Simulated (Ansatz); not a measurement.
# CH₅BrOSi₂: one species, many methods

Aim: compute CH₅BrOSi₂ with functionals from several rungs and with coupled cluster. The yardstick is the atomisation energy at the CCSD(T) limit.

Computed with Ansatz 0.2.0, Gaussian basis. Level: functionals in def2-TZVPP, the program's frozen cores in correlated methods.

The runs, in order: PBE-D4, r2SCAN-D4, PBE0-D4, B3LYP-D4, ωB97X-V, ωB97M-V, B2PLYP; CCSD(T)/def2-TZVPP; MP2/def2-QZVPP; extrapolation to the limit.

## (1) The geometry

All runs share one geometry, relaxed beforehand with PBE0-D4 in a triple-zeta def2 set.

10 atoms, charge 0, spin multiplicity 1.

Atoms are counted from 1 here; the program's logs count them from 0.

Bond lengths: C1–Si2 1.850 Å, C1–H6 1.093 Å, C1–H7 1.091 Å, C1–H8 1.092 Å, Si2–Br3 2.219 Å, Si2–O4 1.679 Å, Si2–Si5 2.190 Å, O4–Si5 1.705 Å, Si5–H9 1.485 Å, Si5–H10 1.483 Å. Angles: Si2–C1–H6 109.3°, Si2–C1–H7 110.7°, Si2–C1–H8 110.0°, H6–C1–H7 108.5°, H6–C1–H8 109.0°, H7–C1–H8 109.3°, C1–Si2–Br3 108.6°, C1–Si2–O4 115.1°, C1–Si2–Si5 130.2°, Br3–Si2–O4 113.1°, Br3–Si2–Si5 120.9°, O4–Si2–Si5 50.2°, Si2–O4–Si5 80.6°, Si2–Si5–O4 49.2°, Si2–Si5–H9 125.5°, Si2–Si5–H10 124.0°, O4–Si5–H9 113.6°, O4–Si5–H10 114.1° and more.

## (2) PBE-D4 (GGA)

in.yaml reads:

```yaml
crystal:
  periodic: [false, false, false]
  atoms:
    - {symbol: C, position_ang: [-1.033749, -1.364188, 0.362632]}
    - {symbol: Si, position_ang: [0.448887, -0.279478, 0.142998]}
    - {symbol: Br, position_ang: [2.270263, -1.476934, 0.559924]}
    - {symbol: O, position_ang: [0.519348, 0.540414, -1.320095]}
    - {symbol: Si, position_ang: [0.583136, 1.869655, -0.253561]}
    - {symbol: H, position_ang: [-0.980817, -2.195695, -0.345256]}
    - {symbol: H, position_ang: [-1.067329, -1.772762, 1.373914]}
    - {symbol: H, position_ang: [-1.944861, -0.793350, 0.173645]}
    - {symbol: H, position_ang: [-0.569769, 2.795333, -0.389261]}
    - {symbol: H, position_ang: [1.857990, 2.625804, -0.302141]}
basis:
  gaussian: {orbitals: def2-TZVPP}
hamiltonian: {xc: pbe, dispersion: d4}
output: {forces: true, orbitals: {seedname: orbitals}}
```

On the command line:

```
$ ansatz run in.yaml --threads 4 --pin off --events-out ev --progress --plain --max-ram 10444MiB
```

After this run come: r2SCAN-D4 (meta-GGA); PBE0-D4 (hybrid); B3LYP-D4 (hybrid); ωB97X-V (range-separated); ωB97M-V (range-separated); B2PLYP (double hybrid); CCSD(T) in def2-TZVPP; MP2 in def2-QZVPP.

Before running them: what should the planned runs give, taken together? Wanted: atomisation energy, CCSD(T)/CBS; farthest; mean size of error, hybrid; mean size of error, range-separated; gap, smallest and largest; T1 diagnostic; triples share of the correlation energy.

As calculated:

| quantity | value |
| --- | --- |
| atomisation energy, CCSD(T)/CBS | 3548.7 kJ/mol |
| functionals within 35.5 kJ/mol (1.0 %) | PBE-D4, r2SCAN-D4, PBE0-D4, ωB97X-V, ωB97M-V |
| farthest | B2PLYP (-68.1 kJ/mol) |
| mean size of error, hybrid | 31.4 kJ/mol |
| mean size of error, range-separated | 6.8 kJ/mol |
| gap, smallest and largest | 3.97 eV (PBE-D4), 10.16 eV (ωB97X-V) |
| T1 diagnostic | 0.0115 |
| triples share of the correlation energy | 3.9 % |

**Reading.** PBE-D4 misses by +25.5 kJ/mol. Double hybrids carry the basis error of their MP2 part in triple zeta, and no dispersion term here, so their miss is partly the set-up's. The reference freezes the cores and leaves out relativity and excitations past (T), and its outer-core shells are covered unevenly, so misses under about 35.5 kJ/mol can't be ranked. All levels share the lack of spin-orbit coupling, which lowers the free heavy atoms and so the true binding. Hartree-Fock recovers 73 % of the binding; the rest is correlation. The gap grows from 4.0 to 10.2 eV across the functionals, mostly with the share of exact exchange. Correlated methods include outer-core shells of Br, which these sets cover unevenly.
